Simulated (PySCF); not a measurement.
# A diatomic session: MgSe

The task here is to estimate one member of a computed series from the others.

The runs use PySCF 2.14.0; Mg def2-SVP, Se def2-SVP, no relativity.

The first run:

A driver script around PySCF takes these settings:

```yaml
atoms: Mg, Se
charge: 0
basis: Mg def2-SVP, Se def2-SVP
Hamiltonian: no relativity
basis_functions: 50
electrons_treated: 46
masses_in_u: 23.9850, 79.9165
levels: PBE0, PBE, r²SCAN, MN15, BP86, B3LYP, LC-ωPBE, HF, MP2, SCS-MP2, CCSD, CCSD(T)
grid: 80 radial by 434 angular points
occupations: held fixed by the projection of orbital angular momentum
dissociation_limit: Mg + Se, each in its ground configuration
starting_distance_in_angstrom: 2.470
values_of_2S_to_try: 0, 2
```

Steps of the session up to this table: Input; First curve: PBE0; Other states along the same grid; PBE; r²SCAN; MN15 (hybrid meta-GGA); BP86; B3LYP (global hybrid GGA); LC-ωPBE (range-separated hybrid); RHF; Correlated methods on the Hartree–Fock reference.

One of the session's tables, all rows but one given; the rest of the session is left out.

It belongs to the step «The curves together». Energy (eV) from each level's lowest point:

| R (Å) | RHF | RHF-MP2 | RHF-SCS-MP2 | RHF-CCSD | RHF-CCSD(T) |
| --- | --- | --- | --- | --- | --- |
| 1.958 | 0.977 | 1.074 | 1.092 | n/a | n/a |
| 2.049 | 0.432 | 0.498 | 0.513 | 0.518 | 0.540 |
| 2.140 | 0.133 | 0.169 | 0.179 | 0.186 | 0.197 |
| 2.209 | 0.028 | 0.044 | 0.050 | 0.055 | 0.060 |
| 2.277 | 0.000 | 0.000 | 0.000 | 0.000 | 0.000 |
| 2.345 | 0.029 | 0.021 | 0.013 | 0.003 | 0.000 |
| 2.436 | ? | ? | ? | ? | ? |
| 2.550 | 0.316 | 0.347 | 0.304 | 0.231 | 0.230 |
| 2.687 | 0.579 | 0.690 | 0.617 | 0.481 | 0.486 |
| 2.869 | 0.930 | 1.191 | 1.075 | n/a | n/a |

Q: Estimate the row for R (Å) = 2.436 from the others.

Worked estimate for «RHF». A straight line through the neighbours (2.345, 0.029) and (2.550, 0.316) gives 0.029 + (0.316 − 0.029) × (2.436 − 2.345) / (2.550 − 2.345) = 0.156; a parabola fitted to 4 rows on both sides gives 0.139.

As computed: RHF: 0.130; RHF-MP2: 0.126; RHF-SCS-MP2: 0.105; RHF-CCSD: 0.073; RHF-CCSD(T): 0.069. In «RHF» the line misses by +0.026 and the parabola by +0.009.

State 2 has its PBE0 minimum 0.11 eV higher. State 4 has its PBE0 minimum 1.54 eV higher. The other levels ran on the lowest alone.
